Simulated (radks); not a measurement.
# Zr²⁺ in [Kr] 4d2: an all-electron calculation

The task here is to estimate one member of a computed series from the others.

Method: scalar-relativistic Kohn-Sham, r2SCAN, spin-polarised, spherical densities, finite nucleus; open shells are filled with parallel spins first. Code: radks (a radial shooting solver on a logarithmic mesh, Libxc functionals) version 1.

## The system

- element: zirconium (Z = 40)
- charge: +2
- electrons: 38
- configuration: [Kr] 4d2
- nuclear rms radius: 4.2694 fm

Outer shells as boxes (Hund's rule):

Zr²⁺
```
[Kr] core
4d [↑ ][↑ ][  ][  ][  ]
```

Set-up of the first run:

Settings of this run:

```text
Z 40
configuration [Kr] 4d2
relativity scalar-relativistic
functional r2scan,r2scan
spin polarised
nucleus finite rms 4.2694 fm
c 137.035999084
```

Command:

```sh
$ python run_ks.py task.json out
```

The same process makes all the runs of this session.

One table of the session follows, with a row left open; its other results are not shown here.

It belongs to the step «Shells». From the orbitals of this run (lengths in bohr):

```
  level      <r>  outermost maximum (interpolated)  90 % within  nodes
1s down  0.03707                            0.0241       0.0664      0
  1s up  0.03707                            0.0241       0.0664      0
  2s up   0.1625                             0.137        0.251      1
2s down   0.1625                             0.137        0.251      1
  2p up   0.1417                             0.110        0.231      0
2p down   0.1417                             0.110        0.231      0
  3s up   0.4573                             0.408        0.676      2
3s down   0.4574                             0.408        0.676      2
  3p up   0.4614                             0.402        0.698      1
3p down   0.4614                             0.402        0.698      1
  3d up        ?                                 ?            ?      ?
3d down   0.4525                             0.349        0.727      0
  4s up    1.221                              1.08         1.78      3
4s down    1.213                              1.08         1.77      3
  4p up    1.371                              1.18         2.04      2
4p down    1.357                              1.18         2.01      2
  4d up    1.985                              1.56         3.12      1
4d down    1.950                              1.52         3.09      1
```

Estimate the missing values for 3d up.

The run gave: <r>: 0.4525; outermost maximum (interpolated): 0.348; 90 % within: 0.727; nodes: 0.

To keep in mind: Open shells are spherical and high-spin; term and fine-structure splittings are not resolved.
